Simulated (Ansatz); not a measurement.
# Se₂ (singlet): from Hartree-Fock to the top rungs, aug-cc-pVDZ

The task here is to estimate one member of a computed series from the others.

Method: aug-cc-pVDZ, core rule «outside noble gas», up to 28 orbitals frozen; program: Ansatz 0.2.0, Gaussian basis.

The runs, in order: UHF; CCSD(T) on RHF; CCSD(T) on UHF; BCCD(T) on RHF; CISD; CCSDT(Q) on RHF; CCSDT(Q) on UHF; CASSCF and MRCISD+Q, 12 electrons in 8 orbitals; CASSCF and NEVPT2, 12 electrons in 8 orbitals.

18 further runs of the same task are left out: 5 that didn't finish, 13 set aside as unsound or not needed.

## The system

The geometry is a PBE0/def2-TZVPD stationary point (not a proven minimum) of the parent state, kept for this charge and spin. No spin-orbit coupling is included. The filled d shell of Se may be among the frozen orbitals whatever the setting's name suggests; the logs give the count.

2 atoms, charge 0, spin multiplicity 1.

Atoms are counted from 1 here; the program's logs count them from 0.

Bond lengths: Se1–Se2 2.274 Å.

Coordinates:

```mol
Se2
  3D, bonds by distance, orders not assigned

  2  1  0  0  0  0  0  0  0  0999 V2000
    0.0000    0.0000    0.0000 Se  0  0
    0.0000    0.0000    2.2736 Se  0  0
  1  2  8  0
M  END
```

Set-up of the first run:

The input, in.yaml:

```yaml
crystal:
  periodic: [false, false, false]
  atoms:
    - {symbol: Se, position_ang: [0.000000, 0.000000, 0.000000]}
    - {symbol: Se, position_ang: [0.000000, 0.000000, 2.273600]}
basis:
  gaussian: {orbitals: aug-cc-pVDZ}
magnetization: {spin_polarized: true, initial_magnetization: 0}
hamiltonian: {xc: hf}
output: {orbitals: {seedname: orbitals}}
```

Run with:

```
> ansatz run in.yaml --threads 1 --pin off --events-out ev --progress --plain --max-ram 2393MiB
```

Steps of the session up to this table: UHF; CCSD(T) on RHF; CCSD(T) on UHF; BCCD(T) on RHF; CISD; CCSDT(Q) on RHF; CCSDT(Q) on UHF; CASSCF and MRCISD+Q, 12 electrons in 8 orbitals; CASSCF and NEVPT2, 12 electrons in 8 orbitals.

One of the session's tables, all rows but one given; the rest of the session is left out.

| method | from RCCSDT(Q) (meV) |
| --- | --- |
| RHF | +7780.1 |
| RMP2 | +1098.8 |
| UMP2 | +650.1 |
| CISD | +1314.8 |
| RCCSD | +569.9 |
| UCCSD | +99.1 |
| RCCSD(T) | +173.4 |
| UCCSD(T) | -264.9 |
| BCCD(T) | +173.3 |
| RCCSDT | +115.7 |
| UCCSDT | -396.5 |
| RCCSDT(Q) | 0 |
| UCCSDT(Q) | -519.9 |
| CASSCF valence | ? |
| NEVPT2 valence | +1229.5 |
| MRCISD valence | +562.0 |
| MRCISD+Q valence | +18.7 |

**Question.** Estimate the row for CASSCF valence.

**Answer.** from RCCSDT(Q) (meV): +5773.1. In the column «from RCCSDT(Q) (meV)» it lies between CISD (+1314.8) and RHF (+7780.1).

Left out of the table: UHF (another determinant or state than the rows shown).

To keep in mind: The determinant is far from a pure spin state, so its energy mixes those of several spin states (harmless only where they are near-degenerate, as at dissociation). The program flags UCCSD(T), UCCSDT(Q) as in doubt, so those rows may rest on another solution; read them beside their warnings. Warnings: restricted reference is unstable; spin contamination; coupled cluster took another determinant than the lowest. Restricted and unrestricted rows rest on different reference determinants; where their highest levels disagree by more than a few hundredths of an eV, they describe different states and don't form one ladder.
